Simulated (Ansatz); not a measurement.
# CH3FSi2: the cost of one run

Computed with Ansatz 0.2.0. Level: RKS r2SCAN-D4/def2-SVP.

## 1. The system as given

SMILES `FC=[Si]=[SiH2]`, 7 atoms, charge 0, spin multiplicity 1.

Atoms are counted from 1 here; the program's logs count them from 0.

Bond lengths: F1–C2 1.346 Å, C2–Si3 1.842 Å, C2–H5 1.115 Å, Si3–Si4 2.261 Å, Si4–H6 1.515 Å, Si4–H7 1.507 Å. Angles: F1–C2–Si3 130.1°, F1–C2–H5 108.8°, Si3–C2–H5 120.8°, C2–Si3–Si4 74.9°, Si3–Si4–H6 112.5°, Si3–Si4–H7 129.1°, H6–Si4–H7 106.7°.

Geometry (Å):

```mol
CH3FSi2
  3D, bonds by distance, orders not assigned

  7  6  0  0  0  0  0  0  0  0999 V2000
    0.1242   -1.8189    0.2318 F   0  0
    0.8107   -0.7285    0.6206 C   0  0
    0.2486    0.7588    1.5512 Si  0  0
   -0.9860    0.7501   -0.3432 Si  0  0
    1.8894   -0.8768    0.3791 H   0  0
   -1.1384    2.1337   -0.9418 H   0  0
   -0.9485   -0.2185   -1.4977 H   0  0
  1  2  8  0
  2  3  8  0
  2  5  8  0
  3  4  8  0
  4  6  8  0
  4  7  8  0
M  END
```

This geometry comes from a loose relaxation at PBE in a small basis, which is not shown.

## 3. The grid

First coordinate, dihedral C2–Si3–Si4–H6: 15 values from −180 to 156 °, periodic. Second coordinate, dihedral F1–C2–Si3–Si4: 15 values from −180 to 156 °, periodic.

Relaxed at each point: all other coordinates. Energies count from the relaxed molecule at the same level. Points are written as (first, second).

(The set-up runs are not shown.)

## 4. Grid point (12°, 132°)

The input, input.yaml:

```yaml
crystal:
  periodic: [false, false, false]
  atoms:
    - { symbol: F, position_ang: [1.15641, -1.396677, 0.478853] }
    - { symbol: C, position_ang: [0.006008, -0.895919, 0.011951] }
    - { symbol: Si, position_ang: [-0.308581, -0.007833, 1.580616] }
    - { symbol: Si, position_ang: [-0.710854, 1.675379, 0.15495] }
    - { symbol: H, position_ang: [0.077645, -0.82457, -1.082637] }
    - { symbol: H, position_ang: [-0.885969, 1.64012, -1.336451] }
    - { symbol: H, position_ang: [-0.47381, 3.138476, 0.43264] }
basis:
  gaussian: { orbitals: def2-SVP }
hamiltonian:
  xc: r2scan
  dispersion: d4
output:
  forces: true
relax:
  f_tol: 0.02
  max_steps: 50
  escape_saddle: false
  constraints: [{ sites: [1, 2, 3, 5] }, { sites: [0, 1, 2, 3] }]
scf:
  lower_state_search: "off"
```

The run is started by

```bash
> ansatz run input.yaml --threads 1 --pin off --max-ram 2560MiB --backend cpu --events-out ev --progress --plain --runs-dir out
```

**Question.** How long does this run take on 1 thread of Intel Xeon 6975P-C (Granite Rapids), shared host, and how much memory does it need?

About 8.1 s, with a peak of 0.14 GiB.
